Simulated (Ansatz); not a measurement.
# Cd3Pd: the cost of one run

Computed with Ansatz 0.2.0 (DFT PBEsol, scalar-relativistic, plane waves, PAW, unless a step's input says otherwise).

## Step 1: Starting point

Symmetry: I4/mmm, No. 139, tetragonal system. Conventional cell: a = 4.142 Å, b = 4.142 Å, c = 8.707 Å, α = 90.00°, β = 90.00°, γ = 90.00°. Cd (site symmetry -4m2) is surrounded by 8 Cd at 2.93 to 3.00 Å and 4 Pd at 3.00 Å. Cd (site symmetry 4/mmm) is surrounded by 4 Pd at 2.93 Å and 8 Cd at 3.00 Å. Pd (site symmetry 4/mmm) is surrounded by 12 Cd at 2.93 to 3.00 Å.

Structure file:

```cif
data_structure
_symmetry_space_group_name_H-M 'I4/mmm'
_symmetry_Int_Tables_number 139
_cell_length_a 4.1420
_cell_length_b 4.1420
_cell_length_c 8.7068
_cell_angle_alpha 90.000
_cell_angle_beta 90.000
_cell_angle_gamma 90.000
_cell_volume 149.38
loop_
_atom_site_label
_atom_site_type_symbol
_atom_site_symmetry_multiplicity
_atom_site_Wyckoff_symbol
_atom_site_fract_x
_atom_site_fract_y
_atom_site_fract_z
_atom_site_occupancy
Cd1 Cd 4 d 0.00000 0.50000 0.25000 1
Cd2 Cd 2 b 0.50000 0.50000 0.00000 1
Pd1 Pd 2 a 0.00000 0.00000 0.00000 1
```

The structure comes from the Materials Project (structure only).

## Step 2: Self-consistent density

File input.yaml:

```yaml
crystal:
  lattice:
    - [-2.07102298, 2.07102298, 4.35339222]
    - [2.07102298, -2.07102298, 4.35339222]
    - [2.07102298, 2.07102298, -4.35339222]
  atoms:
    - { symbol: Cd, position: [0.75, 0.25, 0.5] }
    - { symbol: Cd, position: [0.25, 0.75, 0.5] }
    - { symbol: Cd, position: [0.5, 0.5, 0.0] }
    - { symbol: Pd, position: [0.0, 0.0, 0.0] }
basis:
  ecutwfc: 420
  fft_grid_basis: typed
kpoints:
  mp_grid: { grid: [12, 12, 12] }
hamiltonian:
  xc: pbesol
scf:
  occupations: { method: gaussian, width: 0.05 }
output:
  forces: true
  stress: true
  eigenvalues: true
  bader: true
  write_density: true
  volumetric_format: npy
  elf: true
```

Launch:

```
$ ansatz run input.yaml --threads 1 --pin off --max-ram 2560MiB --backend cpu --events-out ev --progress --plain --runs-dir out
```

Q: Estimate wall time and peak memory on 1 thread of Intel Xeon Platinum 8259CL at 2.50GHz (Skylake/Cascade Lake), shared host.

About 51 s, with a peak of 0.68 GiB.
